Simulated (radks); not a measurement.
# Ionising technetium step by step, Tc to Tc²¹⁺

An exercise on one series of results from a longer session: the logs are not shown, and one member is left open.

Method: non-relativistic Kohn-Sham, LB94 model potential, spin-polarised, spherical densities, point nucleus; open shells are filled with parallel spins first. Code: radks (a radial shooting solver on a logarithmic mesh, Libxc functionals) version 1.

## Starting point

* element: technetium (Z = 43)
* charges: 0 to 21
* first configuration: [Kr] 4d5 5s2
* last configuration: [Ar] 3d4

The outer shells:

Tc
```
[Kr] core
4d [↑ ][↑ ][↑ ][↑ ][↑ ]
5s [↑↓]
```

Tc²¹⁺
```
[Ar] core
3d [↑ ][↑ ][↑ ][↑ ][  ]
```

LB94 adds a gradient term to the LDA potential that gives it a −1/r tail. It is a model potential with no energy functional, so Etot and Exc are not given.

Set-up of the first run:

Input:

```text
Z 43
configuration [Kr] 4d5 5s2
relativity non-relativistic
functional lda,pw
model_potential LB94
spin polarised
nucleus point
```

Steps of the session up to this table: Tc, [Kr] 4d5 5s2.

One table of the session follows, with a row left open; its other results are not shown here.

It belongs to the step «Tc, [Kr] 4d5 5s2». Radial moments (bohr):

```
  level    <r>  outermost maximum (interpolated)  90 % within  nodes
  4s up      ?                                 ?            ?      ?
4s down  1.078                             0.966         1.57      3
  4p up  1.185                              1.03         1.76      2
4p down  1.173                              1.03         1.74      2
  4d up  1.652                              1.27         2.63      1
4d down  1.609                              1.25         2.55      1
  5s up  3.136                              2.67         4.65      4
5s down  3.359                              2.74         5.09      4
```

Q: Estimate the row for 4s up from the others.

The run gave: <r>: 1.086; outermost maximum (interpolated): 0.971; 90 % within: 1.58; nodes: 3. In the column «<r>» it lies between 4s down (1.078) and 4p down (1.173).

To keep in mind: Relativity is left out here, which matters for elements this heavy. Open shells are spherical and high-spin; term and fine-structure splittings are not resolved.
